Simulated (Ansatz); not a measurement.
# HF/cc-pVDZ run of C4H7B (SMILES C#CB(C)C)

What is the electronic atomisation energy of C4H7B at HF/cc-pVDZ? 

The calculation is run with Ansatz 0.2.0.

33 further runs of the same task are left out: 33 set aside as unsound or not needed. Runs told in other sessions of the task aren't counted.

### 1 Starting point

C4H7B has 12 atoms, charge 0, and is taken as a singlet. As SMILES, `C#CB(C)C`. The coordinates come from a PBE0-D4/def2-TZVP relaxation.

Bond lengths: C1–C2 1.208 Å, C2–B3 1.525 Å, B3–C4 1.564 Å, B3–C5 1.564 Å, C1–H6 1.066 Å, C4–H7 1.093 Å, C4–H8 1.101 Å, C4–H9 1.091 Å, C5–H10 1.101 Å, C5–H11 1.091 Å, C5–H12 1.093 Å. Some angles: C1–C2–B3 179.9°, C2–B3–C4 119.1°, C2–B3–C5 119.2°, C4–B3–C5 121.7°, C2–C1–H6 180.0°, B3–C4–H7 113.4°, B3–C4–H8 106.2°, B3–C4–H9 114.2°, B3–C5–H10 106.3°, B3–C5–H11 114.3°.

### 2 The energy at HF/cc-pVDZ

run.yaml reads:

```yaml
crystal:
  periodic: [false, false, false]
  atoms:
    - symbol: C
      position_ang: [-0.661600, 2.532300, 0.484500]
    - symbol: C
      position_ang: [-0.357900, 1.383300, 0.266900]
    - symbol: B
      position_ang: [0.024200, -0.067500, -0.009200]
    - symbol: C
      position_ang: [-0.665800, -1.205600, 0.811900]
    - symbol: C
      position_ang: [1.094600, -0.379000, -1.106000]
    - symbol: H
      position_ang: [-0.929800, 3.545600, 0.676300]
    - symbol: H
      position_ang: [-0.078400, -2.125800, 0.854900]
    - symbol: H
      position_ang: [-1.592200, -1.454800, 0.272500]
    - symbol: H
      position_ang: [-0.970700, -0.909700, 1.817200]
    - symbol: H
      position_ang: [2.071000, -0.357100, -0.598500]
    - symbol: H
      position_ang: [1.148800, 0.363300, -1.904000]
    - symbol: H
      position_ang: [0.995000, -1.380100, -1.532400]
basis:
  gaussian:
    orbitals: cc-pVDZ
hamiltonian:
  xc: hf
accuracy: high
output: {orbitals: {seedname: orbitals}}
```

On the command line:

```
ansatz run run.yaml --threads 1 --pin off --max-ram 2610MiB --events-out events.jsonl --progress --plain --runs-dir runs
```

Output:

```text
Warning: RAYON_NUM_THREADS=1 ignored (pool sized by the plan → 1); use --threads N
Functional definition: HF
  name "HF"
  exchange = exact_x
  correlation = 0
2485 factors; integrals over basis functions are off by at most 3.4e-9 eV
mean field evaluation 1: about -4900.1365 eV, gradient 3.3e1 eV
mean field evaluation 2: about -4900.3328 eV, gradient 3.3e1 eV
mean field evaluation 4: about -4903.5851 eV, gradient 4.2e0 eV
mean field evaluation 8: about -4903.6468 eV, gradient 2.7e-1 eV
mean field evaluation 16: about -4903.6477 eV, gradient 7.3e-9 eV
mean field -4903.64769796 eV, -180.2057290883 hartree, gradient 7.3e-9 eV, S^2 0.000000; 0 other end points of the search recorded, 0 dependent functions left out
reference -4903.64769796 eV, -180.2057290883 hartree; 18, 18 occupied and 87, 87 virtual orbitals, 2485 factors
Total energy: -4903.64769796 eV, -180.2057290883 hartree
```

Wall time 4.8 s (1 thread of Arm Neoverse V2, shared host); peak memory 0.32 GiB.

### 3 The B atom, same level

molecule.yaml reads:

```yaml
crystal:
  periodic: [false, false, false]
  atoms:
    - {symbol: B, position_ang: [0.000000, 0.000000, 0.000000]}
basis:
  gaussian:
    orbitals: cc-pVDZ
magnetization:
  spin_polarized: true
  initial_magnetization: 1
hamiltonian:
  xc: hf
accuracy: high
```

Run the same way, it converges to -24.52996 Eh (log not shown).

### 4 The C atom

input.yaml reads:

```yaml
crystal:
  periodic: [false, false, false]
  atoms:
    - {symbol: C, position_ang: [0.000000, 0.000000, 0.000000]}
basis:
  gaussian: {orbitals: cc-pVDZ}
magnetization: {spin_polarized: true, initial_magnetization: 2}
hamiltonian: {xc: hf}
accuracy: high
```

Run the same way, it converges to -37.68654 Eh (log not shown).

### 5 The H atom at the same level

Changes to molecule.yaml since step 3:

```diff
@@ -3,3 +3,3 @@
   atoms:
-    - {symbol: B, position_ang: [0.000000, 0.000000, 0.000000]}
+    - {symbol: H, position_ang: [0.000000, 0.000000, 0.000000]}
 basis:
```

Run the same way, it converges to -0.49928 Eh (log not shown).

### 6 Outcome

Level: HF/cc-pVDZ.

```
                     quantity          value
       molecule: total energy  -180.20573 Eh
        molecule: HOMO energy      -10.44 eV
        molecule: LUMO energy        2.52 eV
      molecule: HOMO–LUMO gap       12.95 eV
         B atom: total energy   -24.52996 Eh
                 B atom: ⟨S²⟩          0.757
         C atom: total energy   -37.68654 Eh
                 C atom: ⟨S²⟩          2.006
         H atom: total energy    -0.49928 Eh
                 H atom: ⟨S²⟩          0.750
electronic atomisation energy      39.039 eV
```

**Reading.** Taking the molecule apart into free atoms costs 39.04 eV (3767 kJ/mol), before zero-point energy and without spin-orbit coupling. Hartree–Fock lacks the correlation of the bonding pairs, which as a rule makes this value much too low; in minimal bases other errors can mask that.
